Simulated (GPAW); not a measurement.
Input of a GPAW 26.7.0 run:

run.py

```python
import numpy as np
from ase import Atoms
from ase.dft.bandgap import bandgap
from ase.io import write
from ase.units import GPa
from ase.parallel import parprint
from gpaw import GPAW, PW
from gpaw.spinorbit import soc_eigenstates

atoms = Atoms(['Se', 'Se', 'W'],
              cell=[[3.2899984529, 0.0, 0.0],
                    [-1.6449992265, 2.8492222387, 0.0],
                    [0.0, 0.0, 16.2]],
              scaled_positions=[[0.66666667, 0.33333333, 0.39672037],
                                [0.66666667, 0.33333333, 0.60327963],
                                [0.3333333367, 0.6666666633, 0.5]],
              pbc=True)

calc = GPAW(mode=PW(600),
            xc='LDA',
            kpts={'size': (9, 9, 1), 'gamma': True},
            occupations={'name': 'fermi-dirac', 'width': 0.05},
            nbands=25,
            convergence={'density': 1e-05, 'energy': 1e-05},
            maxiter=150,
            txt='gpaw.txt')
atoms.calc = calc
energy = atoms.get_potential_energy()
forces = atoms.get_forces()
stress = atoms.get_stress()
calc.write('gs.gpw')
write('result.traj', atoms)
parprint(f'Energy: {energy:.6f} eV')
parprint('Forces (eV/A):')
parprint(forces.round(4))
parprint('Stress (GPa):', (stress / GPa).round(3))
parprint('Fermi level:', round(calc.get_fermi_level(), 4), 'eV')
parprint(f'Gap: {bandgap(calc)[0]:.4f} eV, direct: {bandgap(calc, direct=True)[0]:.4f} eV')

path = atoms.cell.bandpath('GMKGALHA,LM,KH', npoints=80, eps=1e-4)
bs_calc = calc.fixed_density(kpts=path, symmetry='off', nbands=49,
                             convergence={'bands': 'CBM+6.0', 'eigenstates': 1e-6}, txt='bands.txt')
bs = bs_calc.band_structure()
bs.write('bs.json')
parprint(f'Gap on the path: {bandgap(bs_calc)[0]:.4f} eV')

soc = soc_eigenstates(bs_calc, theta=54.7, phi=45)
np.savetxt('soc_bands.dat', soc.eigenvalues(), fmt='%.4f')
mesh = soc_eigenstates('gs.gpw', theta=54.7, phi=45)
np.savetxt('soc_mesh.dat', mesh.eigenvalues(), fmt='%.4f')
parprint('Fermi level with spin-orbit coupling:', round(mesh.fermi_level, 4), 'eV')
```

Potentials or basis: the program's PAW data sets (release 1.2.1) made for this functional, pw.

The run is started by

```bash
$ OMP_NUM_THREADS=1 mpirun -n 4 gpaw python run.py
```

Q: Predict the band gap on the k mesh.

A: 1.30 eV, direct.

Q: Estimate the largest force.

A: 0.463 eV/Å.

Q: What does it give for the band gap along the path?

A: 1.29 eV, indirect (least direct gap 1.30 eV).

Stress tensor (GPa, compression positive):
```
-1.87  0.00  0.00
 0.00 -1.87  0.00
 0.00  0.00 -1.65
```

Caveat: spin-orbit coupling was added after a scalar SCF, so levels and gaps hold it while energy, forces, pressure and moments don't; this program's spin-orbit splittings come out too wide for heavy elements. A hybrid or GW would open this gap; LDA tends to underestimate it.
